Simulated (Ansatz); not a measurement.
# CaHg: the cost of one run

Program: Ansatz 0.2.0. Level of theory: DFT PBEsol, frozen-core PAW, scalar-relativistic unless said. These are calculated values, not measurements.

### Step 1. Starting point

It takes space group Pm-3m (No. 221, cubic). Conventional cell: a = 3.755 Å, b = 3.755 Å, c = 3.755 Å, α = 90.00°, β = 90.00°, γ = 90.00°. Around Ca (site symmetry m-3m) lie 8 Hg at 3.25 Å. Hg (site symmetry m-3m) is surrounded by 8 Ca at 3.25 Å.

Coordinates:

```
CELL_PARAMETERS angstrom
3.75465 0.00000 0.00000
0.00000 3.75465 0.00000
0.00000 0.00000 3.75465
ATOMIC_POSITIONS crystal
Ca 0.00000 0.00000 0.00000
Hg 0.50000 0.50000 0.50000
```

Cartesian axes are those of the input's lattice vectors. The structure goes back to a database entry.

### Step 2. Cell and atoms relaxed, PAW

input.yaml reads:

```yaml
crystal:
  lattice:
    - [3.75465468, 0.0, 0.0]
    - [0.0, 3.75465468, 0.0]
    - [0.0, 0.0, 3.75465468]
  atoms:
    - { symbol: Ca, position: [0.0, 0.0, 0.0] }
    - { symbol: Hg, position: [0.5, 0.5, 0.5] }
kpoints:
  mp_grid: { grid: [12, 12, 12] }
scf:
  occupations: { method: fermi_dirac, width: 0.1 }
hamiltonian:
  xc: pbesol
  pseudopotentials: { kind: paw }
relax:
  f_tol: 0.002
  max_steps: 80
  cell: {}
output:
  forces: true
  stress: true
```

Run with:

```bash
ansatz run input.yaml --threads 1 --pin off --max-ram 3072MiB --backend cpu --events-out ev --progress --plain --runs-dir out
```

**Question.** How long does this run take on 1 thread of Intel Xeon Platinum 8488C (Sapphire Rapids), shared host, and how much memory does it need?

About 9.8 s, with a peak of 0.43 GiB.
